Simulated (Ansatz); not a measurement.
**Cl2FH3SSi2: relaxing the structure**

What shape does Cl2FH3SSi2 take? The plan is to relax it.

The runs use Ansatz 0.2.0, Gaussian basis; RKS PBE0-D4/def2-TZVP.

The runs, in order: relaxation at PBE0-D4/def2-TZVP.

1 further run of the same task is left out (set aside as unsound or not needed).

### 1 The system as given

9 atoms, charge 0, spin multiplicity 1.

Atoms are counted from 1 here; the program's logs count them from 0.

Bond lengths: F1–Si2 1.611 Å, Si2–Cl3 1.992 Å, Si2–S4 2.135 Å, Si2–H7 1.439 Å, S4–Si5 2.167 Å, Si5–Cl6 2.002 Å, Si5–H8 1.453 Å, Si5–H9 1.450 Å. Angles: F1–Si2–Cl3 106.1°, F1–Si2–S4 107.4°, F1–Si2–H7 105.8°, Cl3–Si2–S4 114.0°, Cl3–Si2–H7 115.6°, S4–Si2–H7 107.3°, Si2–S4–Si5 104.3°, S4–Si5–Cl6 111.2°, S4–Si5–H8 107.5°, S4–Si5–H9 101.3°, Cl6–Si5–H8 110.1°, Cl6–Si5–H9 111.7°, H8–Si5–H9 114.7°.

Coordinates:

```mol
Cl2FH3SSi2
  3D, bonds by distance, orders not assigned

  9  8  0  0  0  0  0  0  0  0999 V2000
   -1.4302    1.4083    0.1281 F   0  0
   -0.3691    1.2533   -1.0747 Si  0  0
   -1.2844    0.1871   -2.4863 Cl  0  0
    1.3733    0.3175   -0.2703 S   0  0
    0.5978   -1.1312    1.1432 Si  0  0
   -0.4655   -2.5515    0.2150 Cl  0  0
   -0.0011    2.5934   -1.4490 H   0  0
   -0.2441   -0.4148    2.0860 H   0  0
    1.8233   -1.6621    1.7080 H   0  0
  1  2  8  0
  2  3  8  0
  2  4  8  0
  4  5  8  0
  5  6  8  0
  2  7  8  0
  5  8  8  0
  5  9  8  0
M  END
```

The start is a GFN2-xTB geometry.

### 2 Relaxation at PBE0-D4/def2-TZVP

Contents of in.yaml:

```yaml
crystal:
  periodic: [false, false, false]
  atoms:
    - {symbol: F, position_ang: [-1.430180, 1.408280, 0.128100]}
    - {symbol: Si, position_ang: [-0.369140, 1.253270, -1.074710]}
    - {symbol: Cl, position_ang: [-1.284380, 0.187060, -2.486300]}
    - {symbol: S, position_ang: [1.373290, 0.317450, -0.270260]}
    - {symbol: Si, position_ang: [0.597780, -1.131160, 1.143190]}
    - {symbol: Cl, position_ang: [-0.465500, -2.551490, 0.214970]}
    - {symbol: H, position_ang: [-0.001090, 2.593430, -1.449000]}
    - {symbol: H, position_ang: [-0.244070, -0.414760, 2.085990]}
    - {symbol: H, position_ang: [1.823280, -1.662070, 1.708030]}
basis:
  gaussian: {orbitals: def2-TZVP}
hamiltonian: {xc: pbe0, dispersion: d4}
relax: {f_tol: 0.005, max_steps: 150}
```

Started as:

```sh
> ansatz run in.yaml --threads 2 --pin off --events-out ev --progress --plain --max-ram 32768MiB --backend cuda --devices 0, --max-vram 18GiB
```

**Question.** What will the summary of the whole plan be? Wanted: point group; shift from the start; total energy; dispersion term; dipole moment.

The runs gave:

| quantity | value |
| --- | --- |
| point group | C1 |
| steps | 6 |
| shift from the start (rms) | 0.049 Å |
| total energy | -54389.9146 eV |
| dispersion term | -324 meV |
| dipole moment | 1.35 D |

What this shows: The atoms moved 0.05 Å (rms) from the start; the bond that changed most is Si5–Cl6, from 2.002 to 2.045 Å. No vibrations were run, so it is not proven to be a minimum. The largest Mulliken charge, +0.60 e, sits on Si2.
